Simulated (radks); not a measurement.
**Nuclear size and the levels of Yb³⁺**

The task here is to estimate one member of a computed series from the others.

Program: radks (a radial shooting solver on a logarithmic mesh, Libxc functionals) version 1. Level of theory: Dirac Kohn-Sham, BLYP, spin-unpolarised, spherical densities, finite nucleus; open shells fill j = l - 1/2 first. These are calculated values, not measurements, unless marked.

### The atom as given

```
element            : ytterbium (Z = 70)
charge             : +3
electrons          : 67
configuration      : [Xe] 4f13
nuclear rms radius : 5.3108 fm
```

Set-up of the first run:

Settings of this run:

```text
Z 70
configuration [Xe] 4f13 6s0 5d0
relativity Dirac
functional b88,lyp
spin unpolarised
j_filling energy
nucleus finite rms 5.3108 fm
c 137.035999084
```

Among the steps run: rms radius 5.3108 fm.

One table of the session follows, with a row left open; its other results are not shown here.

It belongs to the step «rms radius 5.3108 fm». Sizes of the orbitals, from the radial functions (bohr):

```
level     <r>  outermost maximum (interpolated)  90 % within  nodes
5s1/2       ?                                 ?            ?      ?
5p1/2   1.323                              1.15         1.94      3
5p3/2   1.425                              1.24         2.09      3
4f5/2  0.7260                             0.477         1.24      0
4f7/2  0.7399                             0.483         1.27      0
5d3/2   2.051                              1.66         3.13      2
5d5/2   2.097                              1.70         3.19      2
6s1/2   2.901                              2.68         4.11      5
```

Estimate the missing values for 5s1/2.

The run gave: <r>: 1.187; outermost maximum (interpolated): 1.06; 90 % within: 1.71; nodes: 4. In the column «<r>» it lies between 4f7/2 (0.7399) and 5p1/2 (1.323).
